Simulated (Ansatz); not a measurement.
# AlBiO4: the cost of one run

Computed with Ansatz 0.2.0 (DFT PBE, scalar-relativistic, plane waves, PAW, unless a step's input says otherwise).

## Step 1: Starting point

Symmetry: P-43m, No. 215, cubic system. The conventional cell has a = 4.502 Å, b = 4.502 Å, c = 4.502 Å, α = 90.00°, β = 90.00°, γ = 90.00°. Al (site symmetry -43m) is surrounded by 4 O at 1.70 Å. Bi (site symmetry -43m) has 4 O at 2.20 Å as nearest neighbours. Around O (site symmetry 3m) lie 1 Al at 1.70 Å and 1 Bi at 2.20 Å.

As a file:

```
CELL_PARAMETERS angstrom
4.50249 0.00000 0.00000
0.00000 4.50249 0.00000
0.00000 0.00000 4.50249
ATOMIC_POSITIONS crystal
Al 0.00000 0.00000 0.00000
Bi 0.50000 0.50000 0.50000
O 0.21807 0.21807 0.21807
O 0.78193 0.78193 0.21807
O 0.78193 0.21807 0.78193
O 0.21807 0.78193 0.78193
```

A structure generator made this guess: random cell by space group and Wyckoff sites (P-43m, No. 215). Its size is a rough estimate.

## Step 2: Probe: one point on a coarse mesh

Input file input.yaml:

```yaml
crystal:
  lattice:
    - [4.50248902, 0.0, 0.0]
    - [0.0, 4.50248902, 0.0]
    - [0.0, 0.0, 4.50248902]
  atoms:
    - { symbol: Al, position: [0.0, 0.0, 0.0] }
    - { symbol: Bi, position: [0.5, 0.5, 0.5] }
    - { symbol: O, position: [0.21807263, 0.21807263, 0.21807263] }
    - { symbol: O, position: [0.78192737, 0.78192737, 0.21807263] }
    - { symbol: O, position: [0.78192737, 0.21807263, 0.78192737] }
    - { symbol: O, position: [0.21807263, 0.78192737, 0.78192737] }
basis:
  ecutwfc: 420
kpoints:
  mp_grid: { grid: [4, 4, 4] }
hamiltonian:
  xc: pbe
scf:
  occupations: { method: gaussian, width: 0.1 }
  lower_state_search: "off"
output:
  forces: true
  stress: true
  eigenvalues: true
```

Run with:

```
$ ansatz run input.yaml --threads 1 --pin off --max-ram 2560MiB --backend cpu --events-out ev --progress --plain --runs-dir out
```

**Question.** How long does this run take on 1 thread of Arm Neoverse V1, shared host, and how much memory does it need?

About 2.7 s, with a peak of 0.36 GiB.
